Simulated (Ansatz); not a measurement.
# CsCu4: the cost of one run

Method: DFT PBE, scalar-relativistic, plane waves, PAW, in Ansatz 0.2.0.

1 further run of the same task is left out (it didn't finish).

### 1 Starting point

It takes space group Pm-3m (No. 221, cubic). Conventional cell: a = 4.517 Å, b = 4.517 Å, c = 4.517 Å, α = 90.00°, β = 90.00°, γ = 90.00°. Cs (site symmetry m-3m) has 6 Cu at 2.26 Å as nearest neighbours. Around Cu (site symmetry 4/mmm) lie 2 Cs at 2.26 Å. Cu (site symmetry m-3m) has 12 Cu at 3.19 Å as nearest neighbours.

Structure file:

```cif
data_structure
_symmetry_space_group_name_H-M 'P 1'
_symmetry_Int_Tables_number 1
_cell_length_a 4.5171
_cell_length_b 4.5171
_cell_length_c 4.5171
_cell_angle_alpha 90.000
_cell_angle_beta 90.000
_cell_angle_gamma 90.000
_cell_volume 92.17
loop_
_atom_site_label
_atom_site_type_symbol
_atom_site_fract_x
_atom_site_fract_y
_atom_site_fract_z
_atom_site_occupancy
Cs1 Cs 0.50000 0.50000 0.50000 1
Cu1 Cu 0.00000 0.50000 0.50000 1
Cu2 Cu 0.50000 0.50000 0.00000 1
Cu3 Cu 0.50000 0.00000 0.50000 1
Cu4 Cu 0.00000 0.00000 0.00000 1
```

A structure generator made this guess: species swapped into a database cell of Fe4N (Pm-3m, No. 221), with Cu on the Fe sites and Cs on the N sites. The dimensions are guesses.

### 2 Probe: one point on a coarse mesh

input.yaml reads:

```yaml
crystal:
  lattice:
    - [4.51714166, 0.0, 0.0]
    - [0.0, 4.51714166, 0.0]
    - [0.0, 0.0, 4.51714166]
  atoms:
    - { symbol: Cs, position: [0.5, 0.5, 0.5] }
    - { symbol: Cu, position: [0.0, 0.5, 0.5] }
    - { symbol: Cu, position: [0.5, 0.5, 0.0] }
    - { symbol: Cu, position: [0.5, 0.0, 0.5] }
    - { symbol: Cu, position: [0.0, 0.0, 0.0] }
basis:
  ecutwfc: 420
kpoints:
  mp_grid: { grid: [4, 4, 4] }
hamiltonian:
  xc: pbe
scf:
  occupations: { method: gaussian, width: 0.1 }
  lower_state_search: "off"
output:
  forces: true
  stress: true
  eigenvalues: true
```

Launch:

```
$ ansatz run input.yaml --threads 1 --pin off --max-ram 2048MiB --backend cpu --events-out ev --progress --plain --runs-dir out
```

Q: Estimate wall time and peak memory on 1 thread of Arm Neoverse V1, shared host.

About 4.1 s, with a peak of 0.36 GiB.
